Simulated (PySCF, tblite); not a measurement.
# C7H12OSSi: geometry, infrared bands and NMR shifts

What infrared bands and NMR shifts should C7H12OSSi (`C=CC[C@@H]1CS[Si@H](O)C1=C`) show?

The runs use tblite 0.8.0 and PySCF 2.14.0, with density-fitted response routines of our own; the level of theory stands in each step. All values are computed, except where a source is named. Atoms are numbered from 0 throughout.

### Step 1. The starting structure

22 atoms, charge 0, multiplicity 1; geometry from: force field or distance geometry start.

Bonds of the start (Å): C0–C1 1.33, C1–C2 1.49, C2–C3 1.54, C3–C4 1.54, C4–S5 1.84, S5–Si6 2.13, Si6–O7 1.65, Si6–C8 1.87, C8–C9 1.35, C8–C3 1.53, C0–H10 1.07, C0–H11 1.09, C1–H12 1.10, C2–H13 1.09, C2–H14 1.11, C3–H15 1.12, C4–H16 1.09, C4–H17 1.10, Si6–H18 1.48, O7–H19 0.97, C9–H20 1.09, C9–H21 1.09.

### Step 2. Relaxing the molecule with GFN2-xTB

The job: settings as JSON, then the geometry in Å.

```
{"job": {"kind": "relax", "xc": "GFN2-xTB", "basis": "xTB"}, "charge": 0, "multiplicity": 1}
C      2.809100     0.801600    -1.516200
C      2.347700     0.541100    -0.292000
C      0.944400     0.763400     0.171300
C      0.213400    -0.531800     0.576400
C     -0.011900    -1.517900    -0.587600
S     -1.449900    -0.981400    -1.601000
Si    -2.542700    -0.228600     0.067100
O     -3.037100     1.293400    -0.327400
C     -1.114200    -0.241100     1.275600
C     -1.243800    -0.052000     2.603800
H      3.835200     0.624600    -1.783000
H      2.144600     1.200100    -2.285000
H      3.042200     0.144800     0.467600
H      0.979700     1.449700     1.023700
H      0.366100     1.303000    -0.608000
H      0.861600    -1.056800     1.317400
H     -0.229500    -2.515800    -0.205400
H      0.867800    -1.610200    -1.238400
H     -3.652600    -1.121600     0.474200
H     -2.565300     1.682000    -1.075800
H     -2.201500     0.153200     3.078000
H     -0.373800    -0.080300     3.255600
```

Command:

```sh
OMP_NUM_THREADS=1 python probes_run.py task.json out
```

One launch serves the whole session: the jobs run in the order shown.

**Question.** This job is followed by: GFN2-xTB harmonic vibrations, gas phase; GIAO PBE0/pcSseg-1 NMR shielding, non-relativistic, gas phase. Predict these results of the whole session: strongest single infrared mode (GFN2-xTB); zero-point energy (GFN2-xTB); 13C shifts against TMS (PBE0/pcSseg-1); 1H shifts against TMS (PBE0/pcSseg-1); 33S shifts against CS2 (PBE0/pcSseg-1); 29Si shifts against TMS (PBE0/pcSseg-1); 17O shifts against H2O (PBE0/pcSseg-1).

**Answer**, as computed:

| quantity | value |
| --- | --- |
| strongest single infrared mode (GFN2-xTB) | 794 cm⁻¹, 412 km/mol |
| zero-point energy (GFN2-xTB) | 107.2 kcal/mol |
| 13C shifts against TMS (PBE0/pcSseg-1) | 165.0, 145.9, 133.4, 124.9, 51.0, 46.3, 36.3 ppm |
| 1H shifts against TMS (PBE0/pcSseg-1) | 6.35, 5.99, 5.95, 5.55, 5.46, 5.41, 3.01, 2.77, 2.77, 2.26, 1.99, 1.76 ppm |
| 33S shifts against CS2 (PBE0/pcSseg-1) | -142 ppm |
| 29Si shifts against TMS (PBE0/pcSseg-1) | -0.6 ppm |
| 17O shifts against H2O (PBE0/pcSseg-1) | 49.2 ppm |

**Reading.** Over 84 steps the energy fell by 0.214 eV; of the close pairs, Si6–H18 changed most, 1.482 to 1.451 Å. No mode is imaginary among the 60: a minimum at this level. The strongest single mode, at 794 cm⁻¹, moves mainly H19. Unscaled tight-binding wavenumbers are off by several per cent, some by more. Its intensities can rank the bands wrongly.
